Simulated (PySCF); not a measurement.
# C₆H₁₃AlF₃P: magnetic properties

Computed with PySCF 2.14.0 and routines of our own; the level stands in each step. Atoms count from 0.

## 1. The starting structure

24 atoms, charge 0, multiplicity 1; geometry from: GFN2-xTB.

## 2. Magnetic properties: GIAO HF/pcSseg-1

What the job is given:

```
{"job": {"kind": "mag", "xc": "HF", "basis": "pcSseg-1", "isotopologues": 0}, "charge": 0, "multiplicity": 1}
C     -2.357472    -1.463137    -0.227872
C     -2.102851    -0.126712     0.455744
P     -0.408874     0.608338     0.341181
Al     0.791879     2.838779     0.072682
C      0.173523     0.202702    -1.372002
C      0.941158    -1.048221    -0.909816
C      0.752891    -0.856746     0.604192
C      1.969571    -0.293373     1.279233
F      1.759735    -0.057986     2.578228
F      2.330631     0.890657     0.730020
F      3.052641    -1.081642     1.199764
H     -2.180861    -1.403829    -1.298300
H     -3.396478    -1.749295    -0.076480
H     -1.729984    -2.247160     0.187499
H     -2.318244    -0.201123     1.526682
H     -2.764695     0.642940     0.046177
H      2.044458     2.913331    -0.864339
H      0.907508     3.117619     1.600799
H     -0.575332     3.056279    -0.720603
H      0.823872     1.005125    -1.738435
H     -0.605324     0.030170    -2.112061
H      0.476345    -1.971199    -1.253970
H      1.989104    -1.062180    -1.213577
H      0.415064    -1.723572     1.172813
```

With the program's defaults for keys left out, this is: GIAO HF/pcSseg-1 magnetisability, rotational g tensor and spin-rotation constants, non-relativistic, gas phase.

Launch:

```bash
> OMP_NUM_THREADS=1 python excited_run.py task.json out
```

One launch serves the whole session: the jobs run in the order shown.

**Question.** How long does this first job take on 1 thread of Intel Xeon Platinum 8375C at 2.90GHz, shared host, and how much memory does it need?

About 52 s, with a peak of 1.4 GiB.
